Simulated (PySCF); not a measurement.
# C4H10ClFSi: electronic excitations

Aim: predict the electronic excitations of C4H10ClFSi (`C[C@]([SiH3])(Cl)CCF`).

The runs use PySCF 2.14.0, with density-fitted response routines of our own; the level of theory stands in each step. All values are computed, except where a source is named. Atoms count from 0, in the outputs and in this text.

### 1 The starting structure

17 atoms, charge 0, multiplicity 1; geometry from: GFN2-xTB.

Bonds of the start (Å): C0–C1 1.52, C1–Si2 1.93, C1–Cl3 1.81, C1–C4 1.52, C4–C5 1.52, C5–F6 1.38, C0–H7 1.09, C0–H8 1.09, C0–H9 1.09, Si2–H10 1.46, Si2–H11 1.46, Si2–H12 1.46, C4–H13 1.09, C4–H14 1.09, C5–H15 1.09, C5–H16 1.09.

### 2 Excited states and response: wB97X-D/def2-SVPD

What the job is given:

```
{"job": {"kind": "uv", "xc": "wB97X-D", "basis": "def2-SVPD", "nstates": 8, "ntriplets": 3}, "charge": 0, "multiplicity": 1}
C     -0.916391    -1.237972    -1.230770
C     -0.234990    -0.060660    -0.553853
Si    -1.455220     0.959267     0.535419
Cl     0.281114     1.076937    -1.867188
C      1.022787    -0.536253     0.161591
C      1.752922     0.559326     0.918621
F      1.042868     0.908868     2.046295
H     -0.222109    -1.774049    -1.878144
H     -1.289463    -1.926955    -0.474993
H     -1.756771    -0.901658    -1.833015
H     -2.668008     1.085583    -0.274430
H     -1.720241     0.188352     1.747075
H     -0.889781     2.273898     0.799393
H      1.718927    -0.974333    -0.558812
H      0.734692    -1.312783     0.874839
H      2.734520     0.219335     1.262922
H      1.858147     1.465126     0.315139
```

With the program's defaults for keys left out, this is: TDDFT wB97X-D/def2-SVPD, vertical, gas phase, core orbitals frozen in the response.

Launch:

```
OMP_NUM_THREADS=1 python probes_run.py task.json out
```

The driver reads the jobs from task.json and runs them one after another.

Predict these results of the whole session: lowest singlet (wB97X-D/def2-SVPD); brightest single state of those computed; lowest triplet.

As calculated:

| quantity | value |
| --- | --- |
| lowest singlet (wB97X-D/def2-SVPD) | 6.87 eV (181 nm), f = 0.012 |
| brightest single state of those computed | state 4, 8.45 eV, f = 0.253 |
| lowest triplet | 6.21 eV |

**Reading.** The lowest singlet, at 6.87 eV, is HOMO→LUMO 0.62, HOMO→LUMO+1 0.19 and is weak; of the 8 states computed, the strongest absorption comes from state 4 at 8.45 eV. The lowest triplet lies 0.66 eV below the lowest singlet (triplets in Tamm-Dancoff, singlets in full TDDFT).
